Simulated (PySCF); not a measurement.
# C4HBrO2: the cost of one run

Computed with PySCF 2.14.0 and routines of our own; the level stands in each step. Atoms count from 0.

### 1 The system as given

8 atoms, charge 1, multiplicity 2; geometry from: CAM-B3LYP/def2-SV(P).

### 2 Relaxation after adding or removing an electron: UKS CAM-B3LYP/def2-SV(P)

Job settings and geometry (Å):

```
{"job": {"kind": "ionopt", "ions": [1], "xc": "CAM-B3LYP", "basis": "def2-SV(P)", "grid": 1}, "charge": 1, "multiplicity": 2}
O     -2.219933    -0.133500     0.707711
C     -1.099492    -0.057826     0.318354
C      0.029240    -1.014340     0.050381
C      0.875179    -0.036577    -0.349921
Br     2.617056    -0.005176    -0.938095
C     -0.126981     1.084718    -0.145786
O     -0.134231     2.261178    -0.283385
H      0.129598    -2.095298     0.144708
```

Level: UKS CAM-B3LYP/def2-SV(P) geometry optimisation of the ion from the geometry of its parent, gas phase.

Run with:

```sh
> OMP_NUM_THREADS=1 python excited_run.py task.json out
```

This one command runs all jobs of the session in turn.

**Question.** How long does this first job take on 1 thread of AMD EPYC 9R14, shared host, and how much memory does it need?

About 95 s, with a peak of 0.63 GiB.
